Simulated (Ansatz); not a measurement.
# AlBF₂H₂O: a ladder of functionals and wavefunction methods

How much do the methods differ for AlBF₂H₂O? The plan is to run it at one geometry with functionals of several rungs and with coupled cluster. The yardstick is the atomisation energy at the CCSD(T) limit.

The runs use Ansatz 0.2.0, Gaussian basis; functionals in def2-TZVPP, the program's frozen cores in correlated methods.

Levels to be run: LDA (SPW92), PBE-D4, revPBE-D4, BLYP-D4, r2SCAN-D4, B97M-V, PBE0-D4, B3LYP-D4, r2SCANh-D4, r2SCAN0-D4, HSE06-D4, BHLYP-D4, CAM-B3LYP-D4, LC-ωPBE, ωB97X-V, ωB97M-V, B2PLYP, PBE-QIDH; CCSD(T)/def2-SVP; CCSD(T)/def2-TZVPP; MP2/def2-QZVPP; extrapolation to the limit; RPA on PBE.

## 1. Structure used throughout

The geometry comes from an earlier relaxation with PBE0-D4 in a triple-zeta def2 set; it is a stationary point, not always the lowest conformer.

SMILES `O[B](F)[AlH][F]`, 7 atoms, charge 0, spin multiplicity 1.

Atoms are counted from 1 here; the program's logs count them from 0.

Bond lengths: O1–B2 1.351 Å, O1–H6 0.961 Å, B2–F3 1.331 Å, B2–Al4 2.153 Å, Al4–F5 1.661 Å, Al4–H7 1.580 Å. Angles: B2–O1–H6 113.4°, O1–B2–F3 115.5°, O1–B2–Al4 122.4°, F3–B2–Al4 122.1°, B2–Al4–F5 111.0°, B2–Al4–H7 132.2°, F5–Al4–H7 116.8°.

## 2. LDA

This LDA is Slater exchange with PW92 correlation.

Contents of in.yaml:

```yaml
crystal:
  periodic: [false, false, false]
  atoms:
    - {symbol: O, position_ang: [0.462323, -0.166470, 1.769031]}
    - {symbol: B, position_ang: [0.511791, -0.675564, 0.519094]}
    - {symbol: F, position_ang: [1.170834, -1.824803, 0.394489]}
    - {symbol: Al, position_ang: [-0.411452, 0.301592, -1.162145]}
    - {symbol: F, position_ang: [-1.152669, 1.713102, -0.697832]}
    - {symbol: H, position_ang: [-0.019895, 0.662342, 1.825023]}
    - {symbol: H, position_ang: [-0.499632, -0.078199, -2.693261]}
basis:
  gaussian: {orbitals: def2-TZVPP}
hamiltonian: {xc: lda}
output: {orbitals: {seedname: orbitals}}
```

Further steps of the session: PBE-D4 (GGA); revPBE-D4 (GGA); BLYP-D4 (GGA); r2SCAN-D4 (meta-GGA); B97M-V (meta-GGA); PBE0-D4 (hybrid); B3LYP-D4 (hybrid); r2SCANh-D4 (hybrid); r2SCAN0-D4 (hybrid); HSE06-D4 (hybrid); BHLYP-D4 (hybrid); CAM-B3LYP-D4 (range-separated); LC-ωPBE (range-separated); ωB97X-V (range-separated); ωB97M-V (range-separated); B2PLYP (double hybrid); PBE-QIDH (double hybrid); CCSD(T) in def2-SVP; CCSD(T) in def2-TZVPP; MP2 in def2-QZVPP; RPA on PBE orbitals.

**Question.** What will the summary of the whole plan be? Wanted: atomisation energy, CCSD(T)/CBS; farthest beyond LDA; mean size of error, GGA; mean size of error, meta-GGA; mean size of error, hybrid; mean size of error, range-separated; mean size of error, double hybrid; gap, smallest and largest; T1 diagnostic.

**Answer**, as computed:

| quantity | value |
| --- | --- |
| atomisation energy, CCSD(T)/CBS | 28.827 eV |
| functionals within 0.144 eV (0.5 %) | BLYP-D4, r2SCAN-D4, B97M-V, CAM-B3LYP-D4, LC-ωPBE, ωB97X-V, ωB97M-V |
| farthest beyond LDA | BHLYP-D4 (-1.319 eV) |
| mean size of error, GGA | 0.325 eV |
| mean size of error, meta-GGA | 0.086 eV |
| mean size of error, hybrid | 0.511 eV |
| mean size of error, range-separated | 0.051 eV |
| mean size of error, double hybrid | 0.343 eV |
| gap, smallest and largest | 3.63 eV (LDA (SPW92)), 10.64 eV (LC-ωPBE) |
| T1 diagnostic | 0.0140 |
| triples share of the correlation energy | 3.1 % |

**Reading.** The LDA atomisation energy is off by 4.308 eV (15 %): it overbinds. PBE-D4 misses by +0.488 eV. Double hybrids carry the basis error of their MP2 part in triple zeta, and no dispersion term here, so their miss is partly the set-up's. The rungs range-separated, meta-GGA miss on average by less than the doubt on the reference (0.144 eV), so they tie; hybrid functionals have the largest mean beyond LDA (0.511 eV), BHLYP with half exact exchange included. Misses under about 0.144 eV are within the doubt on the reference itself, which lacks core-valence correlation, relativity and higher excitations. Hartree-Fock recovers 74 % of the binding; the rest is correlation. CCSD(T) in def2-SVP is off by -1.636 eV, more than most functionals: a good method in a small basis is no reference. The gap grows from 3.6 to 10.6 eV across the functionals, mostly with the share of exact exchange.
